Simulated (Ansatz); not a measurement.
# BH7OSi2: up Jacob's ladder to CCSD(T)

The task here is to estimate one member of a computed series from the others.

The runs use Ansatz 0.2.0, Gaussian basis; functionals in def2-TZVPP, the program's frozen cores in correlated methods.

Levels to be run: LDA (SPW92), PBE-D4, revPBE-D4, BLYP-D4, r2SCAN-D4, B97M-V, PBE0-D4, B3LYP-D4, r2SCANh-D4, r2SCAN0-D4, HSE06-D4, BHLYP-D4, CAM-B3LYP-D4, LC-ωPBE, ωB97X-V, ωB97M-V, B2PLYP, PBE-QIDH; CCSD(T)/def2-SVP; CCSD(T)/def2-TZVPP; MP2/def2-QZVPP; extrapolation to the limit; RPA on PBE.

## The relaxed structure

All runs share one geometry, relaxed beforehand with PBE0-D4 in a triple-zeta def2 set.

SMILES `[SiH3]BO[SiH3]`, 11 atoms, charge 0, spin multiplicity 1.

Atoms are counted from 1 here; the program's logs count them from 0.

Bond lengths: Si1–B2 2.031 Å, Si1–H5 1.489 Å, Si1–H6 1.492 Å, Si1–H7 1.492 Å, B2–O3 1.348 Å, B2–H8 1.209 Å, O3–Si4 1.662 Å, Si4–H9 1.481 Å, Si4–H10 1.485 Å, Si4–H11 1.481 Å. Angles: B2–Si1–H5 113.6°, B2–Si1–H6 109.7°, B2–Si1–H7 109.6°, H5–Si1–H6 108.4°, H5–Si1–H7 108.4°, H6–Si1–H7 106.9°, Si1–B2–O3 120.6°, Si1–B2–H8 120.7°, O3–B2–H8 118.6°, B2–O3–Si4 132.1°, O3–Si4–H9 107.8°, O3–Si4–H10 109.9°, O3–Si4–H11 107.8°, H9–Si4–H10 110.6°, H9–Si4–H11 110.1°, H10–Si4–H11 110.6°.

Set-up of the first run:

in.yaml

```yaml
crystal:
  periodic: [false, false, false]
  atoms:
    - {symbol: Si, position_ang: [-0.613724, 2.170734, 0.440521]}
    - {symbol: B, position_ang: [-0.458224, 0.147397, 0.363462]}
    - {symbol: O, position_ang: [0.502937, -0.439541, -0.377828]}
    - {symbol: Si, position_ang: [0.887303, -2.034031, -0.645025]}
    - {symbol: H, position_ang: [0.411507, 2.879424, -0.373727]}
    - {symbol: H, position_ang: [-0.492352, 2.629917, 1.854742]}
    - {symbol: H, position_ang: [-1.964677, 2.587535, -0.036085]}
    - {symbol: H, position_ang: [-1.225140, -0.555569, 0.979915]}
    - {symbol: H, position_ang: [0.787071, -2.284807, -2.101593]}
    - {symbol: H, position_ang: [-0.048986, -2.911363, 0.102058]}
    - {symbol: H, position_ang: [2.279586, -2.246596, -0.185740]}
basis:
  gaussian: {orbitals: def2-TZVPP}
hamiltonian: {xc: lda}
output: {orbitals: {seedname: orbitals}}
```

The run is started by

```sh
$ ansatz run in.yaml --threads 2 --pin off --events-out ev --progress --plain --max-ram 4352MiB
```

Among the steps run: LDA; PBE-D4 (GGA); revPBE-D4 (GGA); BLYP-D4 (GGA); r2SCAN-D4 (meta-GGA); B97M-V (meta-GGA); PBE0-D4 (hybrid); B3LYP-D4 (hybrid); r2SCANh-D4 (hybrid); r2SCAN0-D4 (hybrid); HSE06-D4 (hybrid); BHLYP-D4 (hybrid); CAM-B3LYP-D4 (range-separated); LC-ωPBE (range-separated); ωB97X-V (range-separated); ωB97M-V (range-separated); B2PLYP (double hybrid); PBE-QIDH (double hybrid).

One table of the session follows, with a row left open; its other results are not shown here.

It belongs to the step «Orbital energies across the functionals». 

| functional | HOMO (eV) | gap (eV) |
| --- | --- | --- |
| LDA (SPW92) | -6.47 | 3.99 |
| PBE-D4 | -6.40 | 4.15 |
| revPBE-D4 | -6.36 | 4.21 |
| BLYP-D4 | -6.30 | 4.23 |
| r2SCAN-D4 | -6.65 | 4.69 |
| B97M-V | -6.82 | 4.70 |
| PBE0-D4 | -7.65 | 6.39 |
| B3LYP-D4 | -7.46 | 6.00 |
| r2SCANh-D4 | -7.12 | 5.50 |
| r2SCAN0-D4 | -7.82 | 6.71 |
| HSE06-D4 | -7.25 | 5.60 |
| BHLYP-D4 | -8.85 | 8.64 |
| CAM-B3LYP-D4 | -9.02 | 8.90 |
| LC-ωPBE | -10.34 | 11.39 |
| ωB97X-V | ? | ? |
| ωB97M-V | -9.84 | 10.52 |

Q: Estimate the row for ωB97X-V from the others.

As computed: HOMO (eV): -10.02; gap (eV): 10.95. In the column «HOMO (eV)» it lies between LC-ωPBE (-10.34) and ωB97M-V (-9.84).
